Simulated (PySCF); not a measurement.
# Co⁺: dipole response in x2c-QZVPPall plus 1 even-tempered diffuse shell per l

Aim: the static polarisability and the C₆ coefficient of Co⁺, method by method.

Program: PySCF 2.14.0. Level of theory: unrestricted determinants in a Gaussian basis, no spin-orbit coupling in the energies. These are calculated values, not measurements, unless marked.

### Step 1. The atom as given

* Element: cobalt (Z = 27)
* Basis: x2c-QZVPPall with one added diffuse shell each of s, p, d, f, g type (12s8p6d5f3g, 128 functions)
* Hamiltonian: scalar relativity by spin-free X2C-1e
* State 1: Co⁺: [Ar] 3d8, high-spin 3F determinant
* Methods: PBEsol

Outer shells as boxes (Hund's rule):

Co+ [Ar] 3d8
```
[Ar] core
3d [↑↓][↑↓][↑↓][↑ ][↑ ]
```

The runs were made by one driver on top of PySCF. The scripts below sum up each run's settings (the driver also hands on starting orbitals that pick excited configurations, and frozen orbitals as a list rather than a count), and the logs come from the driver's own runs. The driver starts from symmetry-adapted Hartree-Fock orbitals, holds the occupation by maximum overlap and uses a logarithmic radial grid for functionals, so a plain start would take other cycles.

The integrals over 128 functions and the set-up took 2.1 s of CPU time.

### Step 2. Co⁺, at PBEsol

**PBEsol**

The input, input.py:

```python
from pyscf import gto, scf, dft, mp, cc
import basis_set_exchange as bse
mol = gto.M(atom="Co 0 0 0", charge=1, spin=2, symmetry="D2h",
            basis=gto.basis.parse(bse.get_basis("x2c-QZVPPall", elements=["Co"], fmt="nwchem", augment_diffuse=1)),
            nucmod="G")
mf = dft.UKS(mol, xc="PBEsol").sfx2c1e()
mf.irrep_nelec = {'Ag': (5, 3), 'B1g': (1, 1), 'B2g': (1, 1), 'B3g': (1, 1), 'B1u': (2, 2), 'B2u': (2, 2), 'B3u': (2, 2)}
mf.kernel()
```

Log:

```text
damping factor = 0
level_shift factor = 0
DIIS = <class 'pyscf.scf.diis.CDIIS'>
diis_start_cycle = 1
diis_space = 10
diis_damp = 0
SCF conv_tol = 1e-09
SCF conv_tol_grad = None
number electrons alpha = 14  beta = 12
XC functionals = PBEsol
    J. P. Perdew, A. Ruzsinszky, G. I. Csonka, O. A. Vydrov, G. E. Scuseria, L. A. Constantin, X. Zhou, and K. Burke.,  Phys. Rev. Lett. 100, 136406 (2008)
    J. P. Perdew, A. Ruzsinszky, G. I. Csonka, O. A. Vydrov, G. E. Scuseria, L. A. Constantin, X. Zhou, and K. Burke.,  Phys. Rev. Lett. 100, 136406 (2008)
cycle= 1 E= -1391.46907045425  delta_E= -0.00144  |g|= 0.326  |ddm|= 0.194
cycle= 2 E= -1391.37194725267  delta_E= 0.0971  |g|= 0.825  |ddm|= 0.315
cycle= 3 E= -1391.49094269934  delta_E= -0.119  |g|= 0.0638  |ddm|= 0.209
cycle= 4 E= -1391.49186567061  delta_E= -0.000923  |g|= 0.00249  |ddm|= 0.0196
cycle= 5 E= -1391.49186671038  delta_E= -1.04e-06  |g|= 0.000441  |ddm|= 0.000663
cycle= 6 E= -1391.49186675265  delta_E= -4.23e-08  |g|= 4.29e-05  |ddm|= 0.000166
cycle= 7 E= -1391.49186675303  delta_E= -3.86e-10  |g|= 2.26e-06  |ddm|= 1.43e-05
converged SCF energy = -1391.49186675303  <S^2> = 2.0020064  2S+1 = 3.0013373
```

CPU time 54 s on a shared host, the integrals not counted.

Orbital energies by shell (radii are means over both spins):

```csv
shell,electrons,mean orbital energy (eV),spread (eV),rms radius (bohr)
1s β,1,-7582.1,0,0.0649
1s α,1,-7582.1,0,0.0649
2s α,1,-900.42,0,0.278
2s β,1,-899.43,0,0.278
2p α,3,-771.84,0,0.249
2p β,3,-771.09,0,0.249
3s α,1,-106.13,0,0.837
3s β,1,-103.95,0,0.837
3p α,3,-69.671,0,0.897
3p β,3,-67.528,0,0.897
3d α,5,-12.998,1.030,1.33
3d β,3,-11.490,0,1.33
```

⟨S²⟩ = 2.002, ⟨L²⟩ = 12.02.

The driver then solved the coupled dipole response at imaginary frequencies: mean α = 10.69 bohr³, C₆ = 38.40 au for a like pair.

Radial density 4πr²ρ of Co⁺ at PBEsol:

```csv
r (bohr),density,spin density
0.00119,0.314,0.000
0.00199,0.796,0.000
0.00335,1.97,0.000
0.00564,4.64,0.000
0.00949,10.1,0.000
0.0160,19.4,-0.001
0.0268,29.6,-0.001
0.0452,32.1,-0.001
0.0759,25.9,0.001
0.128,31.3,0.032
0.215,34.3,0.250
0.361,15.8,0.979
0.608,18.3,1.813
1.02,11.5,1.366
1.72,2.48,0.454
2.89,0.337,0.053
4.87,0.0157,0.001
8.18,7.56e-05,0.000
```

### Step 3. The response side by side

Co⁺, in atomic units:

```csv
method,mean α,C₆ (like pair),S(−4)
PBEsol,10.69,38.40,122.1
```

α(iu) at PBEsol:

```csv
u (hartree),α(iu) (bohr³)
0,10.69
0.0500,10.40
0.100,9.658
0.200,7.839
0.300,6.360
0.500,4.537
0.750,3.304
1.00,2.564
1.50,1.720
2.00,1.256
3.00,0.7667
5.00,0.3761
```

### Step 4. What came out

| quantity | value |
| --- | --- |
| α of Co⁺ | 10.69 (PBEsol) bohr³ |

A single London oscillator with the computed α and C₆ of Co⁺ at PBEsol would have ω = 4 C₆ / (3 α²) = 0.448 hartree. All values hold for this basis alone; no basis-set limit was taken.
